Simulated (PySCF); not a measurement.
# Cl5Ge ([GeCl5]-): the cost of one run

Programs: PySCF 2.14.0, with density-fitted response routines of our own. Each step states its level of theory. These are calculated values for one molecule in the gas phase, unless marked as measured. Atoms are numbered from 0 throughout.

### 1 The molecule as given

6 atoms, charge -1, multiplicity 1; geometry from: GFN2-xTB. The atoms were then displaced at random by about 0.03 Å, so the start is not that level's minimum.

Bonds of the start (Å): Ge0–Cl1 2.30, Ge0–Cl2 2.36, Ge0–Cl3 2.27, Ge0–Cl4 2.32, Ge0–Cl5 2.19.

### 2 Geometry optimisation at PBE0-D3(BJ)/def2-SVP

What the job is given:

```
{"job": {"xc": "PBE0", "basis": "def2-SVP", "d3": "d3bj", "grid": 1, "maxiter": 40, "shake": 0.03, "kind": "geom"}, "charge": -1, "multiplicity": 1}
Ge     0.062060    -0.074710     0.012580
Cl    -0.034460    -0.018320     2.307840
Cl    -0.039890     0.002540    -2.339850
Cl     2.330890     0.011020     0.006440
Cl    -1.140660     1.903350    -0.034590
Cl    -1.114810    -1.919890    -0.021700
```

Command:

```console
$ OMP_NUM_THREADS=1 python probes_run.py task.json out
```

One launch serves the whole session: the jobs run in the order shown.

Q: Estimate the wall time and peak memory of this first job on 1 thread of Arm Neoverse V2, shared host.

About 62 s, with a peak of 0.51 GiB.
